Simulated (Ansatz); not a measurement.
**C₂H₆AlGaO: up Jacob's ladder to CCSD(T)**

How much do the methods differ for C₂H₆AlGaO? The plan is to run it at one geometry with functionals of several rungs and with coupled cluster. The yardstick is the atomisation energy at the CCSD(T) limit.

Computed with Ansatz 0.2.0, Gaussian basis. Level: functionals in def2-TZVPP, the program's frozen cores in correlated methods.

Levels to be run: PBE-D4, r2SCAN-D4, PBE0-D4, B3LYP-D4, ωB97X-V, ωB97M-V, B2PLYP; CCSD(T)/def2-TZVPP; MP2/def2-QZVPP; extrapolation to the limit.

### 1 Structure used throughout

An earlier PBE0-D4 in a triple-zeta def2 set relaxation fixed the geometry.

11 atoms, charge 0, spin multiplicity 1.

Atoms are counted from 1 here; the program's logs count them from 0.

Bond lengths: Al1–O2 1.740 Å, Al1–Ga5 2.528 Å, Al1–H6 1.566 Å, Al1–H7 1.730 Å, Al1–H11 1.730 Å, O2–C3 1.335 Å, C3–C4 1.344 Å, C3–H8 1.091 Å, C4–Ga5 1.928 Å, C4–H9 1.083 Å, Ga5–H7 1.804 Å, Ga5–H10 1.543 Å, Ga5–H11 1.804 Å. Angles: O2–Al1–Ga5 89.6°, O2–Al1–H6 122.6°, O2–Al1–H7 103.8°, O2–Al1–H11 103.8°, Ga5–Al1–H6 147.8°, Ga5–Al1–H7 45.5°, Ga5–Al1–H11 45.5°, H6–Al1–H7 117.6°, H6–Al1–H11 117.6°, H7–Al1–H11 84.2°, Al1–O2–C3 122.4°, O2–C3–C4 125.2°, O2–C3–H8 112.8°, C4–C3–H8 122.1°, C3–C4–Ga5 117.2°, C3–C4–H9 117.9°, Ga5–C4–H9 125.0°, Al1–Ga5–C4 85.7° and more.

### 2 PBE-D4 (GGA)

in.yaml

```yaml
crystal:
  periodic: [false, false, false]
  atoms:
    - {symbol: Al, position_ang: [-1.090097, 1.039688, -0.535240]}
    - {symbol: O, position_ang: [-1.028414, 0.510616, 1.121157]}
    - {symbol: C, position_ang: [-0.114884, -0.357756, 1.560213]}
    - {symbol: C, position_ang: [0.845486, -0.919020, 0.805657]}
    - {symbol: Ga, position_ang: [0.901825, -0.425949, -1.057481]}
    - {symbol: H, position_ang: [-2.159300, 2.058163, -1.056368]}
    - {symbol: H, position_ang: [0.566561, 1.342076, -0.933458]}
    - {symbol: H, position_ang: [-0.219992, -0.579809, 2.622952]}
    - {symbol: H, position_ang: [1.526853, -1.610870, 1.285727]}
    - {symbol: H, position_ang: [1.697846, -0.698008, -2.350711]}
    - {symbol: H, position_ang: [-0.860484, -0.416232, -1.441949]}
basis:
  gaussian: {orbitals: def2-TZVPP}
hamiltonian: {xc: pbe, dispersion: d4}
output: {forces: true, orbitals: {seedname: orbitals}}
```

Launch:

```console
ansatz run in.yaml --threads 4 --pin off --events-out ev --progress --plain --max-ram 10444MiB
```

The runs that follow: r2SCAN-D4 (meta-GGA); PBE0-D4 (hybrid); B3LYP-D4 (hybrid); ωB97X-V (range-separated); ωB97M-V (range-separated); B2PLYP (double hybrid); CCSD(T) in def2-TZVPP; MP2 in def2-QZVPP.

Before running them: what should the planned runs give, taken together? Wanted: atomisation energy, CCSD(T)/CBS; farthest; mean size of error, hybrid; mean size of error, range-separated; gap, smallest and largest; T1 diagnostic; triples share of the correlation energy.

As calculated:

| quantity | value |
| --- | --- |
| atomisation energy, CCSD(T)/CBS | 913.2 kcal/mol |
| functionals within 9.1 kcal/mol (1.0 %) | r2SCAN-D4, PBE0-D4, B3LYP-D4, ωB97X-V, ωB97M-V |
| farthest | B2PLYP (-15.8 kcal/mol) |
| mean size of error, hybrid | 6.9 kcal/mol |
| mean size of error, range-separated | 1.7 kcal/mol |
| gap, smallest and largest | 4.31 eV (PBE-D4), 10.34 eV (ωB97X-V) |
| T1 diagnostic | 0.0150 |
| triples share of the correlation energy | 4.2 % |

In words: PBE-D4 misses by +9.9 kcal/mol. Double hybrids carry the basis error of their MP2 part in triple zeta, and no dispersion term here, so their miss is partly the set-up's. Misses under about 9.1 kcal/mol are within the doubt on the reference itself, which lacks core-valence correlation, relativity and higher excitations, and its outer-core shells are covered unevenly. Hartree-Fock recovers 72 % of the binding; the rest is correlation. Orbital gaps span 4.3 to 10.3 eV; exact exchange widens them. Correlated methods include outer-core shells of Ga, which these sets cover unevenly.
